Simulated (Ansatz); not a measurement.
# SnTe: pressure up to the limit of the methods

How does SnTe (rocksalt type) answer strong compression? Methods of the runs shown: PAW. Its runs: cell relaxed at zero pressure (PAW); volume scaled by 1 (PAW); volume scaled by 0.94 (PAW); volume scaled by 0.88 (PAW); volume scaled by 0.8 (PAW); volume scaled by 0.72 (PAW); volume scaled by 0.64 (PAW); volume scaled by 0.55 (PAW and PAW (partial_waves polarizable)).

Program: Ansatz 0.2.0. Level of theory: DFT, PBEsol, PAW with Ansatz's default frozen-core files, scalar-relativistic. These are calculated values, not measurements.

**1. The system as given**

It takes space group Fm-3m (No. 225, cubic). Conventional cell: a = 5.783 Å, b = 5.783 Å, c = 5.783 Å, α = 90.00°, β = 90.00°, γ = 90.00°. Sn (site symmetry m-3m) is surrounded by 6 Te at 2.89 Å. Te (site symmetry m-3m) is surrounded by 6 Sn at 2.89 Å.

Structure file:

```
Sn Te
1.0
     0.00000    2.89164    2.89164
     2.89164    0.00000    2.89164
     2.89164    2.89164    0.00000
Sn Te
1 1
Direct
  0.00000 0.00000 0.00000
  0.50000 0.50000 0.50000
```

Whether this phase is the stable one at these pressures isn't tested.

Atoms are numbered in the order of the input: Sn1, Te2.

**2. Cell relaxed at zero pressure, PAW**

Input file input.yaml:

```yaml
crystal:
  lattice:
    - [0.0, 2.8916353749, 2.8916353749]
    - [2.8916353749, 0.0, 2.8916353749]
    - [2.8916353749, 2.8916353749, 0.0]
  atoms:
    - { symbol: Sn, position: [0.0, 0.0, 0.0] }
    - { symbol: Te, position: [0.5, 0.5, 0.5] }
kpoints:
  mp_grid: { grid: [11, 11, 11] }
scf:
  occupations: { method: fermi_dirac, width: 0.08 }
hamiltonian:
  xc: pbesol
  pseudopotentials: { kind: paw }
output:
  forces: true
  stress: true
  write_density: true
  write_potential: true
  elf: true
  volumetric_format: npy
relax:
  f_tol: 0.005
  max_steps: 40
  cell: {}
```

Launch:

```
$ ansatz run input.yaml --threads 1 --pin off --max-ram 2048MiB --backend cpu --events-out ev --progress --plain --runs-dir out
```

The runs that follow: Volume scaled by 1, PAW; Volume scaled by 0.94, PAW; Volume scaled by 0.88, PAW; Volume scaled by 0.8, PAW; Volume scaled by 0.72, PAW; Volume scaled by 0.64, PAW; Volume scaled by 0.55, PAW; Volume scaled by 0.55, PAW (partial_waves polarizable).

Before running it: what results should come out? Wanted: PAW pressure at 0.55 of the volume; PAW; fitted bulk modulus at zero pressure.

As calculated:

| quantity | value |
| --- | --- |
| PAW pressure at 0.55 of the volume | 108.0 GPa |
| PAW (partial_waves polarizable) pressure at 0.55 of the volume | 108.0 GPa |
| fitted bulk modulus at zero pressure (PAW) | 45 GPa |
| its pressure derivative | 4.51 |

**Reading.** By PAW the pressure climbs to 108 GPa at 0.55 of the first volume. One third-order Birch-Murnaghan curve follows these points (B₀ = 45 GPa, B′ = 4.51, misfit at most 0.30 GPa). A fit over so wide a range leans to the high pressures, so B₀ can be off by several per cent. The gap goes from 0.16 to none: pressure closes it at this level, in a cell held to this structure, which the real crystal may leave first. No all-electron run checks these rows here, and frozen cores can fail under such compression. The ions are at rest, and the electrons smeared by 0.08 eV. Spin-orbit coupling is left out, though the cell holds Te; in elements this heavy it can shift bands and gaps by tenths of an eV.
